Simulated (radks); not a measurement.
# Ionisation of Tm: one atom, several choices of relativity

The task here is to estimate one member of a computed series from the others.

Program: radks (a radial shooting solver on a logarithmic mesh, Libxc functionals) version 1. Level of theory: Kohn-Sham, PBE, spin-unpolarised, spherical densities. These are calculated values, not measurements, unless marked.

### The system

```
element       : thulium (Z = 69)
charge        : 0
electrons     : 69
configuration : [Xe] 4f13 6s2
ion           : Tm⁺, [Xe] 4f13 6s1
choices       : non-relativistic; scalar-relativistic; Dirac, 2j+1 shares; Dirac, low j first; scalar-relativistic, finite nucleus; Dirac, 2j+1 shares, finite nucleus; Dirac, c × 5; Dirac, c × 1.25; Dirac, c × 1.5
```

Set-up of the first run:

The run's settings:

```text
Z 69
configuration [Xe] 4f13 6s2
relativity non-relativistic
functional pbe,pbe
spin unpolarised
nucleus point
```

Steps of the session up to this table: non-relativistic: Tm.

One table of the session follows, with a row left open; its other results are not shown here.

It belongs to the step «non-relativistic: Tm». Sizes of the orbitals, from the radial functions (bohr):

```
level     <r>  outermost maximum (interpolated)  90 % within  nodes
   3d  0.2011                             0.165        0.312      0
   4s  0.5362                             0.499        0.770      3
   4p  0.5469                             0.502        0.795      2
   4d  0.5740                             0.503        0.863      1
   5s   1.342                              1.19         1.94      4
   5p       ?                                 ?            ?      ?
   4f  0.7651                             0.488         1.33      0
   6s   4.286                              3.64         6.35      5
```

Estimate the missing values for 5p.

The run gave: <r>: 1.528; outermost maximum (interpolated): 1.30; 90 % within: 2.26; nodes: 3. In the column «<r>» it lies between 5s (1.342) and 6s (4.286).

Limits of these values: Spin polarisation and multiplet splitting of open shells are left out at every level.
